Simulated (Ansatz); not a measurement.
# AlN: further runs on the relaxed cell

One table from this session's results is given with a row withheld; the runs are named, their logs left out.

The COD entry's cell or inner coordinates are ideal or old and differ from later refinements, so a difference from it is no clean test against experiment.

Program: Ansatz 0.2.0. Level of theory: DFT HSE06, scalar-relativistic, plane waves, PAW. These are calculated values, not measurements.

## The structure to begin with

It takes space group P6_3mc (No. 186, hexagonal). The conventional cell has a = 3.105 Å, b = 3.105 Å, c = 4.968 Å, α = 90.00°, β = 90.00°, γ = 120.00°. Around Al (site symmetry 3m) lie 4 N at 1.89 to 1.90 Å. N (site symmetry 3m) has 4 Al at 1.89 to 1.90 Å as nearest neighbours.

Structure file:

```
Al N
1.0
     3.10520    0.00000    0.00000
    -1.55260    2.68919    0.00000
     0.00000    0.00000    4.96850
Al N
2 2
Direct
  0.33333 0.66667 0.99897
  0.66667 0.33333 0.49897
  0.33333 0.66667 0.38103
  0.66667 0.33333 0.88103
```

It is the result of an earlier relaxation at this level (volume 10.37 Å³/atom; gap on the mesh: 5.62 eV).

Set-up of the first run:

input.yaml reads:

```yaml
crystal:
  lattice:
    - [3.073836113, 0.0, 0.0]
    - [-1.5369180565, 2.6620201609, 0.0]
    - [0.0, 0.0, 4.918307869]
  atoms:
    - { symbol: Al, position: [0.3333333333, 0.6666666667, -0.0010252725] }
    - { symbol: Al, position: [0.6666666667, 0.3333333333, 0.4989747275] }
    - { symbol: "N", position: [0.3333333333, 0.6666666667, 0.3810252725] }
    - { symbol: "N", position: [0.6666666667, 0.3333333333, 0.8810252725] }
basis:
  ecutwfc: 420
kpoints:
  mp_grid: { grid: [6, 6, 4] }
hamiltonian:
  xc: hse06
scf:
  occupations: { method: gaussian, width: 0.02 }
output:
  forces: true
  stress: true
  eigenvalues: true
relax:
  adjacent_minimum: "off"
  f_tol: 0.01
  max_steps: 30
  cell: { stress_tol: 0.1, fix: [volume] }
```

Launch:

```console
ansatz run input.yaml --threads 4 --pin off --max-ram 10240MiB --backend cpu --events-out ev --progress --plain --runs-dir out
```

Among the steps run: Volume × 0.97; Point at V/V0 = 1.03; Volume × 0.94; The cell scaled to 1.06 of its volume.

One of the session's tables, all rows but one given; the rest of the session is left out.

It belongs to the step «Energy against volume». 

| volume (Å³/atom) | energy above the lowest point (meV/atom) | pressure (GPa) | gap on the mesh (eV) |
| --- | --- | --- | --- |
| 9.750 | 27.1 | 14.68 | 6.19 |
| 10.061 | 6.5 | 6.80 | 5.90 |
| 10.372 | 0.0 | -0.03 | 5.62 |
| 10.683 | ? | ? | ? |
| 10.995 | 22.6 | -11.08 | 5.08 |

**Question.** Estimate the row for volume (Å³/atom) = 10.683.

Worked estimate for «energy above the lowest point (meV/atom)». A straight line through the neighbours (10.372, 0.0) and (10.995, 22.6) gives 0.0 + (22.6 − 0.0) × (10.683 − 10.372) / (10.995 − 10.372) = 11.3; a parabola fitted to 3 rows on both sides gives 5.3.

As computed: energy above the lowest point (meV/atom): 6.0; pressure (GPa): -5.96; gap on the mesh (eV): 5.34. In «energy above the lowest point (meV/atom)» the line misses by +5.3 and the parabola by -0.7.
